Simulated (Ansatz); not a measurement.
# ClH5O2Si2: small, medium and large basis sets

How large a basis does ClH5O2Si2 need? Two functionals are run in growing sets.

The runs use Ansatz 0.2.0, Gaussian basis; one geometry, several basis sets.

Levels to be run: PBE0-D4/def2-SVP; ωB97M-V/def2-SVP; PBE0-D4/def2-QZVPP; ωB97M-V/def2-QZVPP; the functionals' def2-TZVPP values are taken from earlier runs.

### 1 The relaxed structure

An earlier PBE0-D4 in a triple-zeta def2 set relaxation fixed the geometry.

SMILES `O[Si](O)([SiH3])Cl`, 10 atoms, charge 0, spin multiplicity 1.

Atoms are counted from 1 here; the program's logs count them from 0.

Bond lengths: O1–Si2 1.638 Å, O1–H6 0.959 Å, Si2–O3 1.627 Å, Si2–Si4 2.331 Å, Si2–Cl5 2.073 Å, O3–H7 0.960 Å, Si4–H8 1.487 Å, Si4–H9 1.486 Å, Si4–H10 1.485 Å. Angles: Si2–O1–H6 117.6°, O1–Si2–O3 108.5°, O1–Si2–Si4 114.8°, O1–Si2–Cl5 106.6°, O3–Si2–Si4 107.6°, O3–Si2–Cl5 111.1°, Si4–Si2–Cl5 108.4°, Si2–O3–H7 118.4°, Si2–Si4–H8 108.5°, Si2–Si4–H9 110.4°, Si2–Si4–H10 109.9°, H8–Si4–H9 109.1°, H8–Si4–H10 109.2°, H9–Si4–H10 109.7°.

### 2 PBE0-D4 in def2-SVP

File in.yaml:

```yaml
crystal:
  periodic: [false, false, false]
  atoms:
    - {symbol: O, position_ang: [-0.307947, 1.682529, -0.924267]}
    - {symbol: Si, position_ang: [0.278949, 0.191615, -0.583814]}
    - {symbol: O, position_ang: [1.893836, 0.298398, -0.417631]}
    - {symbol: Si, position_ang: [-0.569033, -0.770330, 1.363200]}
    - {symbol: Cl, position_ang: [-0.227122, -1.023159, -2.186058]}
    - {symbol: H, position_ang: [-1.090866, 1.736113, -1.475027]}
    - {symbol: H, position_ang: [2.392123, 0.762478, -1.094503]}
    - {symbol: H, position_ang: [-2.047279, -0.869020, 1.234214]}
    - {symbol: H, position_ang: [-0.237872, 0.071354, 2.542471]}
    - {symbol: H, position_ang: [-0.001789, -2.130978, 1.544415]}
basis:
  gaussian: {orbitals: def2-SVP}
hamiltonian: {xc: pbe0, dispersion: d4}
output: {orbitals: {seedname: orbitals}}
```

Command:

```bash
$ ansatz run in.yaml --threads 4 --pin off --events-out ev --progress --plain --max-ram 10444MiB
```

After this run come: ωB97M-V in def2-SVP; PBE0-D4 in def2-QZVPP; ωB97M-V in def2-QZVPP.

Q: Predict the results of all the runs planned. Wanted: PBE0-D4: double and triple zeta above quadruple; ωB97M-V: double and triple zeta above quadruple.

**Answer**, as computed:

```
                                       quantity           value
PBE0-D4: double and triple zeta above quadruple  16.60, 1.16 eV
ωB97M-V: double and triple zeta above quadruple  16.63, 1.09 eV
```

PBE0-D4 gains 15.45 eV from double to triple zeta, then 1.16 eV more. Total energies overstate the basis error of differences, where much of it tends to cancel. The LUMO of ωB97M-V is positive and keeps falling with the basis (2.32 to 1.33 eV): an unbound level that the basis holds in place.
